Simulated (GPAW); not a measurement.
# In3Se (Pm-3m) in GPAW: a series of runs

One crystal, In3Se, is run at these levels: PBEsol; tasks: band structure.

All numbers are computed with GPAW 26.7.0; they aren't measurements. Logs are shortened: lines on timing, memory, paths and dates and some standing lists are left out, and cuts for length are marked. The log counts tension as positive stress, the text compression.

## Step 1: The crystal as given

The structure is cubic, space group Pm-3m (No. 221). The conventional cell has a = 4.804 Å, b = 4.804 Å, c = 4.804 Å, α = 90.00°, β = 90.00°, γ = 90.00°. Around In (site symmetry 4/mmm) lie 8 In at 3.40 Å and 4 Se at 3.40 Å. Se (site symmetry m-3m) is surrounded by 12 In at 3.40 Å.

The cell comes from a database or a generator and needn't be the stable form of this composition.

## Step 2: Band structure, PBEsol, 27.71 Å³/atom

The input, run.py:

```python
from ase import Atoms
from ase.dft.bandgap import bandgap
from ase.io import write
from ase.units import GPa
from gpaw import GPAW, PW, setup_paths

setup_paths.insert(0, '.')

atoms = Atoms(['In', 'In', 'In', 'Se'],
              cell=[[4.61160768, 0.0, 0.0],
                    [0.0, 4.61160768, 0.0],
                    [0.0, 0.0, 5.2124110243]],
              scaled_positions=[[0.5, 0.5, 0.0],
                                [0.5, 0.0, 0.5],
                                [0.0, 0.5, 0.5],
                                [0.0, 0.0, 0.0]],
              pbc=True)

calc = GPAW(mode=PW(600),
            xc='PBEsol',
            kpts={'size': (5, 5, 5), 'gamma': True},
            occupations={'name': 'fermi-dirac', 'width': 0.05},
            nbands=37,
            convergence={'density': 1e-05, 'energy': 1e-05},
            maxiter=150,
            txt='gpaw.txt')
atoms.calc = calc
energy = atoms.get_potential_energy()
forces = atoms.get_forces()
stress = atoms.get_stress()
calc.write('gs.gpw')
write('result.traj', atoms)
print(f'Energy: {energy:.6f} eV')
print('Forces (eV/A):')
print(forces.round(4))
print('Stress (GPa):', (stress / GPa).round(3))
print('Fermi level:', round(calc.get_fermi_level(), 4), 'eV')
print(f'Gap: {bandgap(calc)[0]:.4f} eV, direct: {bandgap(calc, direct=True)[0]:.4f} eV')

path = atoms.cell.bandpath('GXMGZRAZ,XR,MA', npoints=80, eps=1e-4)
bs_calc = calc.fixed_density(kpts=path, symmetry='off', nbands=59,
                             convergence={'bands': 'CBM+6.0', 'eigenstates': 1e-6}, txt='bands.txt')
bs = bs_calc.band_structure()
bs.write('bs.json')
print(f'Gap on the path: {bandgap(bs_calc)[0]:.4f} eV')
```

Potentials or basis: PAW data sets generated in the run's folder for this functional, pw.

Launch:

```bash
$ gpaw-setup -f PBEsol In Se
$ OMP_NUM_THREADS=1 python run.py
```

gpaw.txt:

```text
__  _  _
 | _ |_)|_||  |
 |__||  | ||/\| - 26.7.0

Input parameters:
  mode=PW(ecut=600.0),
  convergence={'density': 1e-05, 'energy': 1e-05},
  kpts=MonkhorstPack(size=(5, 5, 5), gamma=True),
  maxiter=150,
  nbands=37,
  occupations=Occupations(name='fermi-dirac', width=0.05),
  xc=XC(name='PBEsol')

Diagonalizing LCAO Hamiltonian
Converting LCAO to pw mode
    .----------.
   /|          |
  / |          |
 *  |          |
 | In          |
 |  |          |
 |  .--In------.
 | /    In    /
 |/          /
 Se---------*

Atoms  # Å, Bohr magnetons
|   | symbol |        x |        y |        z |    initial magnetic moments |
|---|--------|----------|----------|----------|-----------------------------|
| 0 |     In | 2.305804 | 2.305804 | 0.000000 | ( 0.0000,  0.0000,  0.0000) |
| 1 |     In | 2.305804 | 0.000000 | 2.606206 | ( 0.0000,  0.0000,  0.0000) |
| 2 |     In | 0.000000 | 2.305804 | 2.606206 | ( 0.0000,  0.0000,  0.0000) |
| 3 |     Se | 0.000000 | 0.000000 | 0.000000 | ( 0.0000,  0.0000,  0.0000) |

Unit cell  # Å
| periodic |        x |        y |        z |  lengths |    angles |
|----------|----------|----------|----------|----------|-----------|
|      yes | 4.611608 | 0.000000 | 0.000000 | 4.611608 | 90.000000 |
|      yes | 0.000000 | 4.611608 | 0.000000 | 4.611608 | 90.000000 |
|      yes | 0.000000 | 0.000000 | 5.212411 | 5.212411 | 90.000000 |

Number of symmetries: 16
Symmetry operations  # r_c * U_cc + t_c -> r_c
|    | kind |            matrix            |
|----|------|------------------------------|
|  0 |  E   |  1, 0, 0,  0, 1, 0,  0, 0, 1 |
|  1 |  σ   |  1, 0, 0,  0, 1, 0,  0, 0,-1 |
|  2 |  σ   |  1, 0, 0,  0,-1, 0,  0, 0, 1 |
|  3 |  C2  |  1, 0, 0,  0,-1, 0,  0, 0,-1 |
|  4 |  σ   |  0, 1, 0,  1, 0, 0,  0, 0, 1 |
|  5 |  C2  |  0, 1, 0,  1, 0, 0,  0, 0,-1 |
|  6 |  C4  |  0, 1, 0, -1, 0, 0,  0, 0, 1 |
|  7 |  S4  |  0, 1, 0, -1, 0, 0,  0, 0,-1 |
|  8 |  C4  |  0,-1, 0,  1, 0, 0,  0, 0, 1 |
|  9 |  S4  |  0,-1, 0,  1, 0, 0,  0, 0,-1 |
| 10 |  σ   |  0,-1, 0, -1, 0, 0,  0, 0, 1 |
| 11 |  C2  |  0,-1, 0, -1, 0, 0,  0, 0,-1 |
| 12 |  σ   | -1, 0, 0,  0, 1, 0,  0, 0, 1 |
| 13 |  C2  | -1, 0, 0,  0, 1, 0,  0, 0,-1 |
| 14 |  C2  | -1, 0, 0,  0,-1, 0,  0, 0, 1 |
| 15 |  i   | -1, 0, 0,  0,-1, 0,  0, 0,-1 |

BZ-sampling:
  Number of BZ points: 125
  Number of IBZ points: 18

  Monkhorst-Pack size: [5, 5, 5]
  Monkhorst-Pack shift: [0, 0, 0]

K-points  # in reciprocal-cell coordinates
|     |                                coordinates |     weight |
|-----|--------------------------------------------|------------|
|   0 | (  0.00000000,   0.00000000,   0.00000000) | 0.00800000 |
|   1 | (  0.00000000,   0.00000000,   0.20000000) | 0.01600000 |
|   2 | (  0.00000000,   0.00000000,   0.40000000) | 0.01600000 |
|   3 | (  0.20000000,   0.00000000,   0.00000000) | 0.03200000 |
|   4 | (  0.20000000,   0.00000000,   0.20000000) | 0.06400000 |
|   5 | (  0.20000000,   0.00000000,   0.40000000) | 0.06400000 |
|   6 | (  0.20000000,   0.20000000,   0.00000000) | 0.03200000 |
|   7 | (  0.20000000,   0.20000000,   0.20000000) | 0.06400000 |
|   8 | (  0.20000000,   0.20000000,   0.40000000) | 0.06400000 |
|   9 | (  0.40000000,   0.00000000,   0.00000000) | 0.03200000 |
| ... |                                            |            |
|  17 | (  0.40000000,   0.40000000,   0.40000000) | 0.06400000 |

Plane wave coefficients: 3712
Cutoff: 600.0 eV

Spin-components: 1 (collinear spins)
Bands:           37
Projectors:      23
Spin-degeneracy: 2
Datatype:        complex128

Parallelization:
  kpt:    1
  domain: 1
  band:   1

Density:
  Valence electrons: 45.0
  Components: 1
  Grid points: [27 27 30]
  Charge: 0.0  # |e|

Potential:
  Grid points: [27 27 30]

species:
  In:
    name:    Indium
    Z:       49.0
    valence: 13
    core:    36
    charge:  0.0  # [|e|]
    compensation charges:
      type: gauss
      rc: 0.36  # [Å]
      lmax: 2
    cutoffs:
      filter: 2.09  # [Å]
      core: 2.48  # [Å]
    projectors
    | kind |    occ | energy [eV] | rcut [Å] |
    |------|--------|-------------|----------|
    |   5s |  2.000 |      -8.248 |    1.185 |
    |   5p |  1.000 |      -2.521 |    1.244 |
    |   4d | 10.000 |     -18.596 |    1.148 |
    |    s |        |      18.964 |    1.185 |
    |    p |        |      24.691 |    1.244 |
    |    d |        |       8.615 |    1.148 |

    Using partial waves for In as LCAO basis

  Se:
    name:    Selenium
    Z:       34.0
    valence: 6
    core:    28
    charge:  0.0  # [|e|]
    compensation charges:
      type: gauss
      rc: 0.27  # [Å]
      lmax: 2
    cutoffs:
      filter: 1.77  # [Å]
      core: 2.67  # [Å]
    projectors
    | kind |    occ | energy [eV] | rcut [Å] |
    |------|--------|-------------|----------|
    |   4s |  2.000 |     -17.281 |    0.847 |
    |   4p |  4.000 |      -6.511 |    1.005 |
    |    s |        |       9.930 |    0.847 |
    |    p |        |      20.700 |    1.005 |
    |    d |        |       0.000 |    0.847 |

    Using partial waves for Se as LCAO basis

Reference energy: -545766.159273  # eV

eigensolver:
  PPCG
  Converge bands: occupied
  niter=2

density mixing:
  MSR1-Mixer
  Pratt-step length: 0.05
  Maximum mixing coefficient: 0.75
  Old densities: 10
  SVD Regularization: 0.005
  Good broyden scale: 1.0
  Trust region scale: 1.0
  Backstep threshold: 4.0
  History deletion threshold: 6.0
  Fourier metric: weight=20.0, sigma=0.015

occupation numbers:
  Fermi-Dirac:
    width: 0.0500  # eV

poisson solver:
  ecut: 4800.0  # eV

xc functional:
  name: PBEsol with 2 nearest neighbor stencil

convergence criteria:
- Maximum integral of absolute [dens]ity change: 1e-05 electrons / valence electron
- Maximum [total energy] change in last 3 cyles: 1e-05 eV / valence electron
- Maximum integral of absolute [eigenst]ate change: 4e-08 eV^2 / valence electron
maximum number of iterations: 150

SCF iterations
|iter     | |      energy | eigst |  dens |
|---------|-|-------------|-------|-------|
|iter:   1| |  -13.956576 | -0.06 |       |
|iter:   2| |  -13.918689 | -2.04 | -1.49 |
|iter:   3| |  -13.707769 | -2.52 | -1.54 |
|iter:   4| |  -13.698030 | -3.85 | -1.95 |
|iter:   5| |  -13.696291 | -4.34 | -2.36 |
|iter:   6| |  -13.696317 | -5.54 | -3.26 |
|iter:   7| |  -13.696335c| -5.99 | -3.65 |
|iter:   8| |  -13.696334c| -7.55c| -4.52 |
|iter:   9| |  -13.696334c| -7.65c| -5.01c|

Converged in 9 steps
Energy contributions relative to reference atoms: (reference = -545766.159273)

Energy contributions:
  Kinetic:          32.966976
  Coulomb:         -32.569258
  Zero:              0.443878
  External:          0.000000
  Xc:              -14.526189
  Entropy:          -0.023481
  Spinorbit:         0.000000
  ----------------------------
  Free energy:     -13.708074
  Extrapolated:    -13.696334

dipole moment: (-32.623763, -32.623763, -36.870306)  # |e|*Ang

Fermi level: 5.715
Eigenvalues  # (at kpt = [0.000, 0.000, 0.000])
| band index |      eig [eV] | occ [0-2] |
|------------|---------------|-----------|
|          0 |        -8.896 |     2.000 |
|        ... |               |           |
|         14 |        -8.313 |     2.000 |
|         15 |        -6.873 |     2.000 |
|         16 |        -1.374 |     2.000 |
|         17 |         2.151 |     2.000 |
|         18 |         2.858 |     2.000 |
|         19 |         2.858 |     2.000 |
[... 8 lines left out ...]
|         28 |        11.009 |     0.000 |
|         29 |        12.098 |     0.000 |
|        ... |               |           |
|         36 |        14.277 |     0.000 |

No gap
No difference between direct/indirect transitions

Forces  # eV/Ang
|        x |        y |       z |
|----------|----------|---------|
| -0.00000 | -0.00000 | 0.00000 |  # In   0
| -0.00000 |  0.00000 | 0.00000 |  # In   1
|  0.00000 | -0.00000 | 0.00000 |  # In   2
|  0.00000 |  0.00000 | 0.00000 |  # Se   3

Stress tensor  # eV/Ang^3
|        x |        y |        z |
|----------|----------|----------|
| 0.017581 | 0.000000 | 0.000000 |
| 0.000000 | 0.017581 | 0.000000 |
| 0.000000 | 0.000000 | 0.021591 |

# Writing to gs.gpw (mode='')
```

stdout:

```text
Energy: -13.696334 eV
Forces (eV/A):
[[-0. -0.  0.]
 [-0.  0.  0.]
 [ 0. -0.  0.]
 [ 0.  0.  0.]]
Stress (GPa): [2.817 2.817 3.459 0.    0.    0.   ]
Fermi level: 5.7151 eV
Gap: 0.0000 eV, direct: 0.0000 eV
Gap on the path: 0.0000 eV
```

Run time: 3.5 min. Hardware: 1 thread of Arm Neoverse V2, shared host; peak memory 0.6 GiB.

Results:

```
Free energy             : -13.7081 eV
Pressure                : -3.0 GPa
Band gap along the path : none (metal or under the smearing width)
```

Caveat: the density grid can change from cell to cell, which puts small steps into energies and stress; spin-orbit coupling is left out, which moves the levels of the heavy elements.

## Step 3: Band structure, PBEsol, 27.71 Å³/atom

run.py, as its differences from that of step 2:

```diff
@@ -9,5 +9,5 @@
 atoms = Atoms(['In', 'In', 'In', 'Se'],
-              cell=[[4.61160768, 0.0, 0.0],
-                    [0.0, 4.61160768, 0.0],
-                    [0.0, 0.0, 5.2124110243]],
+              cell=[[4.70768284, 0.0, 0.0],
+                    [0.0, 4.70768284, 0.0],
+                    [0.0, 0.0, 5.0018304873]],
               scaled_positions=[[0.5, 0.5, 0.0],
```

Potentials or basis: PAW data sets generated in the run's folder for this functional, pw.

Launch:

```bash
$ gpaw-setup -f PBEsol In Se
$ OMP_NUM_THREADS=1 python run.py
```

Wall time 3.6 min (1 thread of Arm Neoverse V2, shared host); peak memory 0.6 GiB.

The run converged. Its results:

| Quantity | Value |
| --- | --- |
| Free energy | -13.7118 eV |
| Pressure | -2.9 GPa |
| Band gap along the path | none (metal or under the smearing width) |

Caveat: the density grid can change from cell to cell, which puts small steps into energies and stress; spin-orbit coupling is left out, which moves the levels of the heavy elements.

## Step 4: Band structure, PBEsol

run.py, as its differences from that of step 3:

```diff
@@ -9,5 +9,5 @@
 atoms = Atoms(['In', 'In', 'In', 'Se'],
-              cell=[[4.70768284, 0.0, 0.0],
-                    [0.0, 4.70768284, 0.0],
-                    [0.0, 0.0, 5.0018304873]],
+              cell=[[4.803758, 0.0, 0.0],
+                    [0.0, 4.803758, 0.0],
+                    [0.0, 0.0, 4.803758]],
               scaled_positions=[[0.5, 0.5, 0.0],
@@ -20,3 +20,3 @@
             xc='PBEsol',
-            kpts={'size': (5, 5, 5), 'gamma': True},
+            kpts={'size': (6, 6, 6), 'gamma': True},
             occupations={'name': 'fermi-dirac', 'width': 0.05},
@@ -39,3 +39,3 @@
 
-path = atoms.cell.bandpath('GXMGZRAZ,XR,MA', npoints=80, eps=1e-4)
+path = atoms.cell.bandpath('GXMGRX,MR', npoints=60, eps=1e-4)
 bs_calc = calc.fixed_density(kpts=path, symmetry='off', nbands=59,
```

Launch:

```bash
$ gpaw-setup -f PBEsol In Se
$ OMP_NUM_THREADS=1 python run.py
```

It took 79 s on 1 thread of AMD EPYC 9R45 (Zen 5), shared host; peak memory 0.53 GiB.

Results (log left out):

```yaml
Free_energy: -13.7651 eV
Pressure: -3.2 GPa
Band_gap_along_the_path: none (metal or under the smearing width)
```

Levels at the corners of the path, in eV from the Fermi level:
```tsv
point	band 20	band 21	band 22	band 23	band 24	band 25	band 26	band 27
Γ	-3.32	-2.29	-2.29	1.05	1.05	1.05	4.08	4.08
X	-2.49	-1.74	-1.09	-0.18	-0.18	1.30	3.62	3.67
M	-1.99	-0.95	-0.75	-0.75	1.31	1.69	1.69	1.80
Γ	-3.32	-2.29	-2.29	1.05	1.05	1.05	4.08	4.08
R	-4.22	-4.22	-4.22	-3.27	2.92	2.92	2.92	7.84
X	-2.49	-1.74	-1.09	-0.18	-0.18	1.30	3.62	3.67
M	-1.99	-0.95	-0.75	-0.75	1.31	1.69	1.69	1.80
R	-4.22	-4.22	-4.22	-3.27	2.92	2.92	2.92	7.84
```

Caveat: spin-orbit coupling is left out, which moves the levels of the heavy elements.

## Step 5: For comparison

An earlier run on the cell as given: functional PBEsol; potentials or basis PAW data sets generated in the run's folder for this functional; cutoff 600 eV; basis pw; k mesh 6 × 6 × 6; occupations fermi-dirac, width 0.05 eV; no spin polarisation.

* Pressure: -3.2 GPa
* Band gap on the k mesh: none (metal or under the smearing width)
